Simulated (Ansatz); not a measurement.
**In4P4 zinc blende hole disc (In₄P₄H₁₆): the relaxed shape and its frontier levels**

What does In4P4 zinc blende hole disc (In₄P₄H₁₆) look like as a singlet, and where do its frontier electrons sit?

The runs use Ansatz 0.2.0, Gaussian basis; RKS PBE0-D4/def2-TZVP.

Levels to be run: relaxation at PBE-D4/def2-SVP; a single point at PBE0-D4/def2-TZVP.

5 further runs of the same task are left out: 3 that didn't finish, 2 set aside as unsound or not needed. Runs told in other sessions of the task aren't counted.

## 1. The system as given

24 atoms, charge 0, spin multiplicity 1.

Atoms are counted from 1 here; the program's logs count them from 0.

Bond lengths: In1–P5 2.619 Å, In1–P7 2.618 Å, In1–H9 1.709 Å, In1–H10 1.706 Å, In2–P6 2.619 Å, In2–P8 2.619 Å, In2–H11 1.713 Å, In2–H12 1.707 Å, In3–P5 2.619 Å, In3–P6 2.620 Å, In3–H13 1.711 Å, In3–H14 1.707 Å, In4–P7 2.617 Å, In4–P8 2.620 Å, In4–H15 1.707 Å, In4–H16 1.711 Å, P5–H17 1.393 Å, P5–H18 1.393 Å and more. Angles: P5–In1–P7 102.9°, P5–In1–H9 107.3°, P5–In1–H10 107.7°, P7–In1–H9 106.5°, P7–In1–H10 107.7°, H9–In1–H10 123.0°, P6–In2–P8 102.7°, P6–In2–H11 107.2°, P6–In2–H12 107.4°, P8–In2–H11 106.9°, P8–In2–H12 108.1°, H11–In2–H12 122.8°, P5–In3–P6 103.0°, P5–In3–H13 107.0°, P5–In3–H14 107.6°, P6–In3–H13 106.9°, P6–In3–H14 108.0°, H13–In3–H14 122.7° and more.

In takes a core potential in the def2 sets. No spin-orbit coupling is included.

The start is a GFN2-xTB geometry.

## 2. Optimising with PBE-D4/def2-SVP

The input, in.yaml:

```yaml
crystal:
  periodic: [false, false, false]
  atoms:
    - {symbol: In, position_ang: [-2.414690, 2.402360, -0.906660]}
    - {symbol: In, position_ang: [2.418530, -2.402590, -0.901880]}
    - {symbol: In, position_ang: [-2.400930, -2.415010, 0.902870]}
    - {symbol: In, position_ang: [2.400600, 2.418710, 0.908460]}
    - {symbol: P, position_ang: [-2.896000, -0.011100, -0.011810]}
    - {symbol: P, position_ang: [0.014240, -2.897930, 0.009740]}
    - {symbol: P, position_ang: [-0.007050, 2.893050, -0.002250]}
    - {symbol: P, position_ang: [2.889680, 0.010250, 0.000890]}
    - {symbol: H, position_ang: [-3.468190, 3.468440, -0.085160]}
    - {symbol: H, position_ang: [-2.322320, 2.314670, -2.607810]}
    - {symbol: H, position_ang: [3.494650, -3.457720, -0.088510]}
    - {symbol: H, position_ang: [2.311980, -2.320610, -2.603340]}
    - {symbol: H, position_ang: [-3.455570, -3.487270, 0.087850]}
    - {symbol: H, position_ang: [-2.323020, -2.312430, 2.605310]}
    - {symbol: H, position_ang: [2.297910, 2.322250, 2.609810]}
    - {symbol: H, position_ang: [3.463420, 3.486800, 0.097350]}
    - {symbol: H, position_ang: [-3.859370, -0.361300, -0.955480]}
    - {symbol: H, position_ang: [-3.853610, 0.330240, 0.940560]}
    - {symbol: H, position_ang: [-0.334190, -3.852060, -0.943800]}
    - {symbol: H, position_ang: [0.362310, -3.859140, 0.955940]}
    - {symbol: H, position_ang: [0.341380, 3.849730, -0.952250]}
    - {symbol: H, position_ang: [-0.360910, 3.854070, 0.941950]}
    - {symbol: H, position_ang: [3.847490, 0.366150, -0.944640]}
    - {symbol: H, position_ang: [3.853670, -0.339550, 0.942870]}
basis:
  gaussian: {orbitals: def2-SVP}
hamiltonian: {xc: pbe, dispersion: d4}
scf: {lower_state_search: "off"}
output: {orbitals: {seedname: orbitals}}
relax: {f_tol: 0.03, max_steps: 70}
```

The run is started by

```bash
$ ansatz run in.yaml --threads 4 --pin off --events-out ev --progress --plain --max-ram 6963MiB
```

Further steps of the session: Single point, PBE0-D4/def2-TZVP.

Q: Predict the results of all the runs planned. Wanted: point group; commonest bond, hydrogen aside; HOMO, LUMO at PBE0-D4/def2-TZVP; dipole at PBE-D4/def2-SVP.

The runs gave:

| quantity | value |
| --- | --- |
| point group | D2d |
| commonest bond, hydrogen aside | In–P, 8 of mean length 2.651 Å |
| HOMO, LUMO at PBE0-D4/def2-TZVP | -7.34, -0.91 eV |
| dipole at PBE-D4/def2-SVP | 0.01 D |

In words: The molecule keeps its bonding pattern by the stored test; the atoms moved 1.22 Å (rms), and the angle In2–P8–In4 went from 159° to 136°. No usable vibrations, so a minimum isn't proven. Whether this spin is the lowest isn't tested here.
